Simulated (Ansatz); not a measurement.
MgGe2 in Ansatz: convergence with k mesh

Input of the first run (k mesh 2 × 2 × 2); the others differ in this setting and in those tied to it:

File input.yaml:

```yaml
crystal:
  lattice:
    - [2.92506189, -3.06088458, 0.0]
    - [2.92506189, 3.06088458, 0.0]
    - [0.0, 0.0, 4.0956695]
  atoms:
    - { symbol: Mg, position: [0.5, 0.5, 0.5] }
    - { symbol: Ge, position: [0.5, 0.5, 0.0] }
    - { symbol: Ge, position: [0.0, 0.0, 0.0] }
hamiltonian:
  xc: pbesol
  pseudopotentials: { kind: paw_fr }
magnetization:
  noncollinear: true
  spin_orbit: true
kpoints:
  mp_grid: { grid: [2, 2, 2] }
scf:
  occupations: { method: fermi_dirac, width: 0.1 }
output:
  forces: true
  stress: true
  eigenvalues: true
```

Potentials or basis: Ansatz PAW.

Command:

```sh
$ ansatz run input.yaml --threads 2 --pin off --max-ram 5632MiB --backend cpu --events-out ev --progress --plain --runs-dir out
```

The cell was built by a generator and needn't be a form met in nature.

Hardware: 2 threads of Arm Neoverse V1, with other jobs on the host.

**Question.** The values tried are 2 × 2 × 2, 3 × 3 × 3, 4 × 4 × 4, 5 × 5 × 5, 6 × 6 × 6, 7 × 7 × 7, 9 × 9 × 9, 10 × 10 × 11, loosest first. From which on does the energy stay within 1 meV/atom of the tightest run that finished?

**Answer.** From 7 × 7 × 7 on.

```csv
k mesh,"energy less the tightest run, at zero smearing (meV/atom)",pressure (GPa),SCF cycles,CPU time (s),peak memory (GiB)
2 × 2 × 2,441.80,15.66,11,4.9,0.44
3 × 3 × 3,116.52,13.42,9,5.6,0.45
4 × 4 × 4,24.84,13.22,10,14,0.5
5 × 5 × 5,2.74,13.12,10,17,0.52
6 × 6 × 6,-1.96,12.93,10,31,0.61
7 × 7 × 7,-0.09,12.96,10,38,0.64
9 × 9 × 9,-0.32,12.96,10,73,0.85
10 × 10 × 11,0.00,12.99,10,110,1.1
```

Against the tightest run, the pressure stays within 0.1 GPa from 6 × 6 × 6 on. Meshes of other sizes hit other points, so gaps and Fermi surfaces needn't settle smoothly. The tightest run that finished is the yardstick and may itself not be fully converged.

Caveat, for the tightest run too: the PAW data sets come from PBE, with cores solved anew for the run's functional, which leaves a small shift of forces and pressure.
